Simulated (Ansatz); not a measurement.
# C5H8Se: one species, many methods

How much do the methods differ for C5H8Se? The plan is to run it at one geometry with functionals of several rungs and with coupled cluster. The yardstick is the atomisation energy at the CCSD(T) limit.

Program: Ansatz 0.2.0, Gaussian basis. Level of theory: functionals in def2-TZVPP, the program's frozen cores in correlated methods. These are calculated values, not measurements.

Levels to be run: PBE-D4, r2SCAN-D4, PBE0-D4, B3LYP-D4, ωB97X-V, ωB97M-V, B2PLYP; CCSD(T)/def2-TZVPP; MP2/def2-QZVPP; extrapolation to the limit.

## Step 1: The geometry

The geometry comes from an earlier relaxation with PBE0-D4 in a triple-zeta def2 set; it is a stationary point, not always the lowest conformer.

SMILES `C=CC[Se]C=C`, 14 atoms, charge 0, spin multiplicity 1.

Atoms are counted from 1 here; the program's logs count them from 0.

Bond lengths: C1–C2 1.328 Å, C1–H7 1.086 Å, C1–H8 1.083 Å, C2–C3 1.480 Å, C2–H9 1.087 Å, C3–Se4 1.968 Å, C3–H10 1.092 Å, C3–H11 1.090 Å, Se4–C5 1.889 Å, C5–C6 1.326 Å, C5–H12 1.086 Å, C6–H13 1.084 Å, C6–H14 1.084 Å. Angles: C2–C1–H7 121.4°, C2–C1–H8 121.5°, H7–C1–H8 117.1°, C1–C2–C3 124.1°, C1–C2–H9 119.8°, C3–C2–H9 116.1°, C2–C3–Se4 111.7°, C2–C3–H10 111.9°, C2–C3–H11 112.3°, Se4–C3–H10 103.2°, Se4–C3–H11 108.4°, H10–C3–H11 108.8°, C3–Se4–C5 97.6°, Se4–C5–C6 124.0°, Se4–C5–H12 114.0°, C6–C5–H12 121.8°, C5–C6–H13 120.3°, C5–C6–H14 122.5° and more.

## Step 2: PBE-D4 (GGA)

Contents of in.yaml:

```yaml
crystal:
  periodic: [false, false, false]
  atoms:
    - {symbol: C, position_ang: [1.594759, -1.259622, -0.883272]}
    - {symbol: C, position_ang: [0.783991, -0.392163, -1.477470]}
    - {symbol: C, position_ang: [0.614840, 1.014113, -1.047764]}
    - {symbol: Se, position_ang: [-1.195469, 1.350897, -0.353170]}
    - {symbol: C, position_ang: [-1.141445, 0.133762, 1.089987]}
    - {symbol: C, position_ang: [-1.876848, 0.250223, 2.187086]}
    - {symbol: H, position_ang: [2.211697, -0.969724, -0.038159]}
    - {symbol: H, position_ang: [1.677083, -2.283971, -1.226568]}
    - {symbol: H, position_ang: [0.171866, -0.711982, -2.317094]}
    - {symbol: H, position_ang: [0.692410, 1.708618, -1.886944]}
    - {symbol: H, position_ang: [1.336577, 1.303639, -0.284203]}
    - {symbol: H, position_ang: [-0.489795, -0.719583, 0.925202]}
    - {symbol: H, position_ang: [-1.848955, -0.521123, 2.948718]}
    - {symbol: H, position_ang: [-2.530691, 1.096926, 2.363651]}
basis:
  gaussian: {orbitals: def2-TZVPP}
hamiltonian: {xc: pbe, dispersion: d4}
output: {forces: true, orbitals: {seedname: orbitals}}
```

Command:

```sh
ansatz run in.yaml --threads 2 --pin off --events-out ev --progress --plain --max-ram 32768MiB --backend cuda --devices 0, --max-vram 18GiB
```

After this run come: r2SCAN-D4 (meta-GGA); PBE0-D4 (hybrid); B3LYP-D4 (hybrid); ωB97X-V (range-separated); ωB97M-V (range-separated); B2PLYP (double hybrid); CCSD(T) in def2-TZVPP; MP2 in def2-QZVPP.

Q: Predict the results of all the runs planned. Wanted: atomisation energy, CCSD(T)/CBS; farthest; mean size of error, hybrid; mean size of error, range-separated; gap, smallest and largest; T1 diagnostic; triples share of the correlation energy.

As calculated:

```
                               quantity                                                   value
        atomisation energy, CCSD(T)/CBS                                           5620.0 kJ/mol
 functionals within 56.2 kJ/mol (1.0 %)  r2SCAN-D4, PBE0-D4, B3LYP-D4, ωB97X-V, ωB97M-V, B2PLYP
                               farthest                                  PBE-D4 (+158.5 kJ/mol)
             mean size of error, hybrid                                             33.3 kJ/mol
    mean size of error, range-separated                                              3.7 kJ/mol
              gap, smallest and largest                    3.67 eV (PBE-D4), 10.04 eV (ωB97X-V)
                          T1 diagnostic                                                  0.0107
triples share of the correlation energy                                                   4.4 %
```

What this shows: PBE-D4 misses by +158.5 kJ/mol. Double hybrids carry the basis error of their MP2 part in triple zeta, and no dispersion term here, so their miss is partly the set-up's. Misses under about 56.2 kJ/mol are within the doubt on the reference itself, which lacks core-valence correlation, relativity and higher excitations, and its outer-core shells are covered unevenly. All levels share the lack of spin-orbit coupling, which lowers the free heavy atoms and so the true binding. Hartree-Fock recovers 73 % of the binding; the rest is correlation. The gap grows from 3.7 to 10.0 eV across the functionals, mostly with the share of exact exchange. Correlated methods include outer-core shells of Se, which these sets cover unevenly.
